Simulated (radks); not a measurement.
# B⁺ in [He] 2s1.75 3s0.25: an all-electron calculation

An exercise on one series of results from a longer session: the logs are not shown, and one member is left open.

Method: Dirac Kohn-Sham, PBE, spin-unpolarised, spherical densities, point nucleus. Code: radks (a radial shooting solver on a logarithmic mesh, Libxc functionals) version 1.

### Starting point

| Item | Value |
| --- | --- |
| element | boron (Z = 5) |
| charge | +1 |
| electrons | 4 |
| configuration | [He] 2s1.75 3s0.25 |

The first run:

Input:

```text
Z 5
configuration [He] 2s1.75 3s0.25 2p0 4s0
relativity Dirac
functional pbe,pbe
spin unpolarised
j_filling energy
nucleus point
c 137.035999084
```

One table of the session follows, with a row left open; its other results are not shown here.

It belongs to the step «Orbitals and density». From the orbitals of this run (lengths in bohr):

```
level     <r>  outermost maximum (interpolated)  90 % within  nodes
1s1/2  0.3290                             0.210        0.592      0
2s1/2   1.749                              1.43         2.73      1
2p1/2   1.785                              1.37         2.94      0
2p3/2   1.786                              1.37         2.94      0
3s1/2       ?                                 ?            ?      ?
```

**Question.** Estimate the row for 3s1/2.

**Answer.** <r>: 5.256; outermost maximum (interpolated): 4.73; 90 % within: 7.72; nodes: 2. In the column «<r>» it is the highest.
